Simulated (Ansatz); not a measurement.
**C₃H₁₀BN: small, medium and large basis sets**

An exercise on one series of results from a longer session: the logs are not shown, and one member is left open.

Computed with Ansatz 0.2.0, Gaussian basis. Level: one geometry, several basis sets.

Levels to be run: PBE0-D4/def2-SVP; ωB97M-V/def2-SVP; PBE0-D4/def2-QZVPP; ωB97M-V/def2-QZVPP; CCSD(T)/cc-pV(D+d)Z; CCSD(T)/cc-pV(T+d)Z; MP2/cc-pV(Q+d)Z; the functionals' def2-TZVPP values are taken from earlier runs.

## Structure used throughout

All runs share one geometry, relaxed beforehand with PBE0-D4 in a triple-zeta def2 set.

15 atoms, charge 0, spin multiplicity 1.

Atoms are counted from 1 here; the program's logs count them from 0.

Bond lengths: C1–B2 1.570 Å, C1–H6 1.096 Å, C1–H7 1.096 Å, C1–H8 1.092 Å, B2–N3 1.395 Å, B2–H9 1.204 Å, N3–C4 1.445 Å, N3–C5 1.443 Å, C4–H10 1.088 Å, C4–H11 1.097 Å, C4–H12 1.097 Å, C5–H13 1.087 Å, C5–H14 1.097 Å, C5–H15 1.097 Å. Angles: B2–C1–H6 109.5°, B2–C1–H7 109.5°, B2–C1–H8 116.7°, H6–C1–H7 105.2°, H6–C1–H8 107.7°, H7–C1–H8 107.7°, C1–B2–N3 125.7°, C1–B2–H9 118.8°, N3–B2–H9 115.6°, B2–N3–C4 122.2°, B2–N3–C5 125.5°, C4–N3–C5 112.2°, N3–C4–H10 109.8°, N3–C4–H11 111.0°, N3–C4–H12 111.0°, H10–C4–H11 108.8°, H10–C4–H12 108.8°, H11–C4–H12 107.5° and more.

Set-up of the first run:

in.yaml reads:

```yaml
crystal:
  periodic: [false, false, false]
  atoms:
    - {symbol: C, position_ang: [-1.962712, 0.400356, -0.812386]}
    - {symbol: B, position_ang: [-0.685392, -0.497951, -0.651723]}
    - {symbol: N, position_ang: [0.432197, -0.191258, 0.124389]}
    - {symbol: C, position_ang: [1.571255, -1.075373, 0.218469]}
    - {symbol: C, position_ang: [0.603220, 1.005570, 0.913012]}
    - {symbol: H, position_ang: [-2.121290, 0.623332, -1.873577]}
    - {symbol: H, position_ang: [-2.848639, -0.165020, -0.501596]}
    - {symbol: H, position_ang: [-1.967543, 1.347983, -0.270322]}
    - {symbol: H, position_ang: [-0.639170, -1.548829, -1.236957]}
    - {symbol: H, position_ang: [1.401439, -1.962750, -0.388587]}
    - {symbol: H, position_ang: [1.742823, -1.385456, 1.256511]}
    - {symbol: H, position_ang: [2.484076, -0.577906, -0.131379]}
    - {symbol: H, position_ang: [-0.265443, 1.653852, 0.826963]}
    - {symbol: H, position_ang: [0.746296, 0.757243, 1.971511]}
    - {symbol: H, position_ang: [1.487083, 1.565506, 0.584672]}
basis:
  gaussian: {orbitals: def2-SVP}
hamiltonian: {xc: pbe0, dispersion: d4}
output: {orbitals: {seedname: orbitals}}
```

Command:

```console
$ ansatz run in.yaml --threads 2 --pin off --events-out ev --progress --plain --max-ram 32768MiB --backend cpu
```

Steps of the session up to this table: PBE0-D4 in def2-SVP; ωB97M-V in def2-SVP; PBE0-D4 in def2-QZVPP; ωB97M-V in def2-QZVPP.

One table of the session follows, with a row left open; its other results are not shown here.

| functional | basis | HOMO (eV) | LUMO (eV) |
| --- | --- | --- | --- |
| PBE0-D4 | def2-SVP | -7.11 | 0.98 |
| PBE0-D4 | def2-TZVPP | -7.16 | 0.69 |
| PBE0-D4 | def2-QZVPP | ? | ? |
| ωB97M-V | def2-SVP | -9.40 | 2.97 |
| ωB97M-V | def2-TZVPP | -9.46 | 2.32 |
| ωB97M-V | def2-QZVPP | -9.47 | 1.71 |

Estimate the missing values for PBE0-D4, def2-QZVPP.

**Answer.** HOMO (eV): -7.17; LUMO (eV): 0.55. In the column «HOMO (eV)» it lies between ωB97M-V, def2-SVP (-9.40) and PBE0-D4, def2-TZVPP (-7.16).
